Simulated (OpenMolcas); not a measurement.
**Os⁶⁺ among point charges: CASSCF and CASPT2 levels and susceptibility**

Aim: the splitting of the states of Os⁶⁺ in the field of 5 point charges, its lowest levels with spin-orbit coupling and its magnetic susceptibility.

Program: OpenMolcas 26.06. Level of theory: state-averaged CASSCF and CASPT2, spin-orbit coupling by RASSI with atomic mean-field integrals. These are calculated values, not measurements, unless marked.

### Step 1. The atom as given

| Item | Value |
| --- | --- |
| Species | Os⁶⁺ (osmium, Z = 76, 70 electrons) |
| Basis | ANO-RCC-VDZP [7s6p4d2f1g], 68 functions |
| Scalar Hamiltonian | DKH2, point nucleus |
| Inactive shells | 1s 2s 2p 3s 3p 3d 4s 4p 4d 4f 5s 5p |
| Active space | 2 electrons in 5 orbitals (5d) |
| Some configurations of this space | 5d² |
| Orbitals | optimised for each spin and parity, averaged over all roots |

Outer shells as boxes (Hund's rule):

5d2
```
5d [↑ ][↑ ][  ][  ][  ]
```

The ion sits among 5 point charges of -1.5 e arranged as a square pyramid (C4v), 1.67 Å from the ion, with the axial distance 1.536 Å.

The work runs as a chain of OpenMolcas steps in one folder; each step below is one input file. Labels, J, g values, rates, χT and fits are worked out afterwards by a script from the matrices that RASSI stores.

### Step 2. GATEWAY and SEWARD: basis and integrals

a.inp

```
&GATEWAY
Coord
1

Os 0.0 0.0 0.0
Basis=ANO-RCC-VDZP
Group=NoSym
NoMove
AngMom=0.0 0.0 0.0
AMFI
XField
5 Angstrom 0
1.670000 0.000000 0.000000 -1.500000
0.000000 1.670000 0.000000 -1.500000
-1.670000 0.000000 0.000000 -1.500000
0.000000 -1.670000 0.000000 -1.500000
0.000000 0.000000 1.536400 -1.500000
&SEWARD
```

Launch:

```
$ OMP_NUM_THREADS=1 MOLCAS_MEM=1689 MOLCAS_PROJECT=a pymolcas a.inp > a.log
```

### Step 3. Reference wave functions, triplets, 10 roots

a.inp

```
&RASSCF
FileOrb=start.orb
Symmetry=1
Spin=3
nActEl=2 0 0
Inactive=34
Ras2=5
CIRoot=10 10 1
SDav=10
CIMx=300
Iter=120 100
PrWF=0.3
OrbListing=Nothing
MaxOrb=0
>>> COPY $Project.JobIph JOB001
```

start.orb holds the contracted functions of the basis, ordered by shell, or the orbitals of the step before.

### Step 4. Reference wave functions, singlets, 15 roots

a.inp

```
&RASSCF
FileOrb=start.orb
Symmetry=1
Spin=1
nActEl=2 0 0
Inactive=34
Ras2=5
CIRoot=15 15 1
SDav=15
CIMx=300
Iter=120 100
PrWF=0.3
OrbListing=Nothing
MaxOrb=0
>>> COPY $Project.JobIph JOB002
```

### Step 5. RASSI: spin-orbit coupling between the states

a.inp

```
&RASSI
NrOfJobIphs=2 10 15
1 2 3 4 5 6 7 8 9 10
1 2 3 4 5 6 7 8 9 10 11 12 13 14 15
IphNames
JOB001
JOB002
EJob
SpinOrbit
DIPRint=1.0
SOCoupling=1000.0
Subsets=2
Property=9
'ANGMOM' 1 'ANGMOM' 2 'ANGMOM' 3 'MLTPL  1' 1 'MLTPL  1' 2 'MLTPL  1' 3
'AMFI' 1 'AMFI' 2 'AMFI' 3
SOProperty=3
'ANGMOM' 1 'ANGMOM' 2 'ANGMOM' 3
```

### Step 6. CASPT2: IPEA 0.25, imaginary shift 0.1 (closed shells correlated: 4f 5s 5p)

a.inp

```
>>> COPY JOB001 $Project.JobIph
&CASPT2
Multistate=10 1 2 3 4 5 6 7 8 9 10
NoMult
Frozen=23
IPEA=0.25
Imaginary=0.1
MaxIter=60
WThr=0.0 0.3 0.05
PrWF=0.5
NoMix
>>> COPY JOB002 $Project.JobIph
&CASPT2
Multistate=15 1 2 3 4 5 6 7 8 9 10 11 12 13 14 15
NoMult
Frozen=23
IPEA=0.25
Imaginary=0.1
MaxIter=60
WThr=0.0 0.3 0.05
PrWF=0.5
NoMix
```

(Steps that only read results are left out.)

**Question.** What will these runs give? Wanted: spin-free ground state; first state of the same spin within the active space; lowest level; next level.

**Answer**, as computed:

| quantity | value |
| --- | --- |
| method | SS-CASPT2, IPEA 0.25, imaginary shift 0.1 (closed shells correlated: 4f 5s 5p) |
| spin-free ground state | triplet, 1-fold in its orbital part |
| first state of the same spin within the active space | triplet at 4540 cm⁻¹ |
| lowest level | 1-fold |
| next level | 2277.7 cm⁻¹ |
| χT at 300 K | 0.03 cm³ K/mol |
| effective moment at 300 K | 0.47 μB |

Cost by method:

| method | time of its own steps | time with the reference |
| --- | --- | --- |
| A. CASSCF | 6.4 s | 6.4 s |
| B. SS-CASPT2, IPEA 0.25, imaginary shift 0.1, +4f 5s 5p | 8 s | 14 s |

Times are of one thread on a shared host.

**Reading.** The spin-free ground state (triplet) comes to 90 % from free-ion F terms and keeps the highest spin of the shell. χT at 300 K is 0.03, against 1.00 cm³ K/mol for the spin alone, so spin-orbit coupling lowers it. The field of point charges can differ much from that of real complexes. Point charges carry no covalency, so the field is a model and not that of real ligands.
